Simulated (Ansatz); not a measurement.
**WSi (quintet): the correlation ladder, def2-TZVPP**

The task here is to estimate one member of a computed series from the others.

Computed with Ansatz 0.2.0, Gaussian basis. Level: def2-TZVPP, core rule «outside noble gas», up to 9 orbitals frozen.

To be run: UHF; ROHF; CCSD(T) on UHF.

2 further runs of the same task are left out: 2 set aside as unsound or not needed.

## The system

The geometry is a PBE0/def2-TZVP stationary point (not a proven minimum) of the parent state, kept for this charge and spin. No spin-orbit coupling is included. Elements past krypton take def2 core potentials.

2 atoms, charge 0, spin multiplicity 5.

Atoms are counted from 1 here; the program's logs count them from 0.

Bond lengths: W1–Si2 2.218 Å.

Set-up of the first run:

The input, in.yaml:

```yaml
crystal:
  periodic: [false, false, false]
  atoms:
    - {symbol: W, position_ang: [0.000000, 0.000000, 0.000000]}
    - {symbol: Si, position_ang: [0.000000, 0.000000, 2.218234]}
basis:
  gaussian: {orbitals: def2-TZVPP}
magnetization: {spin_polarized: true, initial_magnetization: 4}
hamiltonian: {xc: hf}
output: {orbitals: {seedname: orbitals}}
```

The run is started by

```bash
$ ansatz run in.yaml --threads 1 --pin off --events-out ev --progress --plain --max-ram 4096MiB --backend cpu
```

Among the steps run: UHF; ROHF; CCSD(T) on UHF.

One of the session's tables, all rows but one given; the rest of the session is left out.

It belongs to the step «Misses and costs». 

| method | from UCCSD(T) (kcal/mol) |
| --- | --- |
| ROHF | ? |
| UMP2 | +31.25 |
| UCCSD | +11.07 |
| UCCSD(T) | 0 |

Q: Estimate the row for ROHF from the others.

The run gave: from UCCSD(T) (kcal/mol): +181.99. In the column «from UCCSD(T) (kcal/mol)» it is the highest.

Left out of the table: UHF (another determinant or state than the rows shown).

To keep in mind: The determinant is far from a pure spin state, so its energy mixes those of several spin states (harmless only where they are near-degenerate, as at dissociation). Warnings: spin contamination; coupled cluster took another determinant than the lowest.
